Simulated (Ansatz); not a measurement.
# Mg2PbN2, space group P-3m1: a calculation of the elastic constants

Computed with the Ansatz DFT code, driven from Python.

Notebook, run cell by cell (the value of a cell's last expression is shown):

In [1]:
```python
import ansatz as az
import numpy as np
```

In [2]:
```python
FUNCTIONAL = "PBE"
ECUT = 420
SMEARING = "fermi_dirac"
SIGMA = 0.1
KGRID = (12, 12, 4)
```

In [3]:
```python
vectors = np.array([
    [3.626864, 0.0, 0.0],
    [-1.813432, 3.140956, 0.0],
    [0.0, 0.0, 6.565892],
])
mg2pbn2 = (
    az.Lattice.of(vectors)
    .atom("Mg", (2 / 3, 1 / 3, 0.138776))
    .atom("Mg", (1 / 3, 2 / 3, 0.861224))
    .atom("Pb", (0.0, 0.0, 0.5))
    .atom("N", (2 / 3, 1 / 3, 0.797455))
    .atom("N", (1 / 3, 2 / 3, 0.202545))
)

model = (
    mg2pbn2.calculation()
    .functional(FUNCTIONAL)
    .basis(ECUT)
    .occupations(SMEARING, width=SIGMA)
    .kpoints(*KGRID)
)
result = model.elastic("clamped-ion").run()
elastic = result.elastic
```

In [4]:
```python
print(np.array2string(np.round(elastic.c_gpa, 1) + 0.0, suppress_small=True))
print("Voigt stress of the unstrained cell (GPa, tension positive):", np.round(elastic.sigma0_gpa, 3) + 0.0)
print("smallest eigenvalue of C:", round(elastic.stability.min_eigenvalue_gpa, 1), "GPa; tensor positive definite:", elastic.stability.min_eigenvalue_gpa > 0)
if elastic.stability.min_eigenvalue_gpa > 0:
    m = elastic.moduli
    anisotropy = 5 * m.g_voigt_gpa / m.g_reuss_gpa + m.k_voigt_gpa / m.k_reuss_gpa - 6
    print(f"Voigt K {m.k_voigt_gpa:.1f} G {m.g_voigt_gpa:.1f}; Reuss K {m.k_reuss_gpa:.1f} G {m.g_reuss_gpa:.1f}; universal anisotropy index {anisotropy:.3f}")
```
```text
[[182.5  50.6  55.9  -6.2   0.    0. ]
 [ 50.6 182.5  55.9   6.2   0.    0. ]
 [ 56.   56.  160.3   0.    0.    0. ]
 [ -6.2   6.2   0.   67.4   0.    0. ]
 [  0.    0.    0.    0.   67.4  -6.2]
 [  0.    0.    0.    0.   -6.2  66. ]]
Voigt stress of the unstrained cell (GPa, tension positive): [0.263 0.263 0.107 0.    0.    0.   ]
smallest eigenvalue of C: 60.4 GPa; tensor positive definite: True
Voigt K 94.5 G 64.3; Reuss K 94.3 G 63.5; universal anisotropy index 0.069
```

Caveats:
- A positive definite tensor excludes instabilities under uniform strain alone; phonons elsewhere in the zone can still be imaginary.
- Spin-orbit coupling, which matters for elements this heavy, is left out.
- These are clamped-ion constants: where atoms have free coordinates under strain, the relaxed-ion ones can be far smaller or negative, so this tensor doesn't settle whether the crystal is stable.
- The structure comes from a database of computed cells and needn't be a stable or known phase.
- The constants belong to the cell that was strained; where it wasn't relaxed first it may be under stress.
- It ran for 2.6 min on 1 thread of Intel(R) Xeon(R) Platinum 8259CL CPU @ 2.50GHz (Skylake/Cascade Lake) (shared host), peak memory 0.66 GiB.
